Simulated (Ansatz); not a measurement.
Wanted: the native input for an Ansatz 0.2.0 run.

```
Task                : single point
Functional          : PBE0
Potentials or basis : Ansatz PAW
Cutoff              : 420 eV (not typed: the program's choice for these potentials)
k mesh              : 6 × 6 × 6
Occupations         : fermi-dirac, width 0.05 eV
Spin                : collinear spin, ferromagnetic start
Starting moments    : [7.0, 0.0] μB
```

Crystal: GdO.

```xyz
2
Lattice="0.0000 2.7000 2.7000 2.7000 0.0000 2.7000 2.7000 2.7000 0.0000" Properties=species:S:1:pos:R:3 pbc="T T T"
Gd    0.0000    0.0000    0.0000
O     4.0500    4.0500    4.0500
```

The input as run:

input

```
crystal:
  lattice:
    - [0.0, 2.7, 2.7]
    - [2.7, 0.0, 2.7]
    - [2.7, 2.7, 0.0]
  atoms:
    - { symbol: Gd, position: [0.0, 0.0, 0.0], spin: 7.0 }
    - { symbol: O, position: [0.75, 0.75, 0.75] }
hamiltonian:
  xc: pbe0
  pseudopotentials: { kind: paw }
magnetization:
  spin_polarized: true
kpoints:
  mp_grid: { grid: [6, 6, 6] }
scf:
  occupations: { method: fermi_dirac, width: 0.05 }
output:
  forces: true
  stress: true
  eigenvalues: true
```

Results of the run:

```yaml
Pressure: -2.1 GPa
Band_gap_on_the_k_mesh: none (metal or under the smearing width)
Net_moment: 7.99 μB per cell
Absolute_moment: 7.99 μB per cell
Site_moments: Gd +7.03; O +0.04 μB
```

Caveat: the magnetic or orbital state may not be the lowest; spin-orbit coupling is left out, which moves the levels of the heavy elements; a cell with one magnetic atom can't hold antiferromagnetic order, which such compounds often take; the PAW data sets come from PBE, with cores solved anew for the run's functional, which leaves a small shift of forces and pressure; the thresholds are loose for stress.

Run time: 41 s on 1 × NVIDIA H100 80GB HBM3 with 2 threads of AMD EPYC 7R13 Processor (Zen 3), with other jobs on the host, peak memory 2.2 GiB.
